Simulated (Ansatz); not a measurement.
**C2H4HfO3: how energies converge with the basis set**

One table from this session's results is given with a row withheld; the runs are named, their logs left out.

Method: one geometry, several basis sets; program: Ansatz 0.2.0, Gaussian basis.

The runs, in order: PBE0-D4/def2-SVP; ωB97M-V/def2-SVP; PBE0-D4/def2-QZVPP; ωB97M-V/def2-QZVPP; the functionals' def2-TZVPP values are taken from earlier runs.

### The geometry

An earlier PBE0-D4 in a triple-zeta def2 set relaxation fixed the geometry. Hf takes the def2 core potential; no spin-orbit term is included.

10 atoms, charge 0, spin multiplicity 1.

Atoms are counted from 1 here; the program's logs count them from 0.

Bond lengths: C1–C2 1.214 Å, C1–H7 1.067 Å, C2–Hf3 2.207 Å, Hf3–O4 1.920 Å, Hf3–O5 1.920 Å, Hf3–O6 1.920 Å, O4–H8 0.951 Å, O5–H9 0.951 Å, O6–H10 0.951 Å. Angles: C2–C1–H7 180.0°, C1–C2–Hf3 180.0°, C2–Hf3–O4 107.6°, C2–Hf3–O5 107.6°, C2–Hf3–O6 107.6°, O4–Hf3–O5 111.3°, O4–Hf3–O6 111.3°, O5–Hf3–O6 111.3°, Hf3–O4–H8 159.6°, Hf3–O5–H9 159.7°, Hf3–O6–H10 159.6°.

As a file:

```
C     0.8054   -1.2006   -2.4937
C     0.4660   -0.6947   -1.4431
Hf   -0.1507    0.2246    0.4664
O    -0.4851   -1.1961    1.7139
O    -1.7413    1.2467    0.1321
O     1.2877    1.3490    1.0608
H     1.1036   -1.6449   -3.4165
H    -0.9580   -1.7644    2.3128
H    -2.3202    1.9984    0.0613
H     1.9926    1.6820    1.6061
```

Set-up of the first run:

The input, in.yaml:

```yaml
crystal:
  periodic: [false, false, false]
  atoms:
    - {symbol: C, position_ang: [0.805406, -1.200576, -2.493675]}
    - {symbol: C, position_ang: [0.465979, -0.694739, -1.443079]}
    - {symbol: Hf, position_ang: [-0.150662, 0.224589, 0.466366]}
    - {symbol: O, position_ang: [-0.485115, -1.196139, 1.713858]}
    - {symbol: O, position_ang: [-1.741268, 1.246717, 0.132084]}
    - {symbol: O, position_ang: [1.287680, 1.349048, 1.060779]}
    - {symbol: H, position_ang: [1.103556, -1.644910, -3.416527]}
    - {symbol: H, position_ang: [-0.958018, -1.764374, 2.312757]}
    - {symbol: H, position_ang: [-2.320205, 1.998405, 0.061330]}
    - {symbol: H, position_ang: [1.992648, 1.681971, 1.606118]}
basis:
  gaussian: {orbitals: def2-SVP}
hamiltonian: {xc: pbe0, dispersion: d4}
output: {orbitals: {seedname: orbitals}}
```

Run with:

```sh
ansatz run in.yaml --threads 4 --pin off --events-out ev --progress --plain --max-ram 11315MiB
```

Steps of the session up to this table: PBE0-D4 in def2-SVP; ωB97M-V in def2-SVP; PBE0-D4 in def2-QZVPP; ωB97M-V in def2-QZVPP.

One of the session's tables, all rows but one given; the rest of the session is left out.

It belongs to the step «Density functionals: the series». 

| functional | basis | HOMO (eV) | LUMO (eV) |
| --- | --- | --- | --- |
| PBE0-D4 | def2-SVP | -7.53 | -0.17 |
| PBE0-D4 | def2-TZVPP | -7.63 | -0.34 |
| PBE0-D4 | def2-QZVPP | -7.67 | -0.40 |
| ωB97M-V | def2-SVP | -9.77 | 1.36 |
| ωB97M-V | def2-TZVPP | ? | ? |
| ωB97M-V | def2-QZVPP | -9.93 | 0.55 |

**Question.** Estimate the row for ωB97M-V, def2-TZVPP.

**Answer.** HOMO (eV): -9.89; LUMO (eV): 1.10. In the column «HOMO (eV)» it lies between ωB97M-V, def2-QZVPP (-9.93) and ωB97M-V, def2-SVP (-9.77).
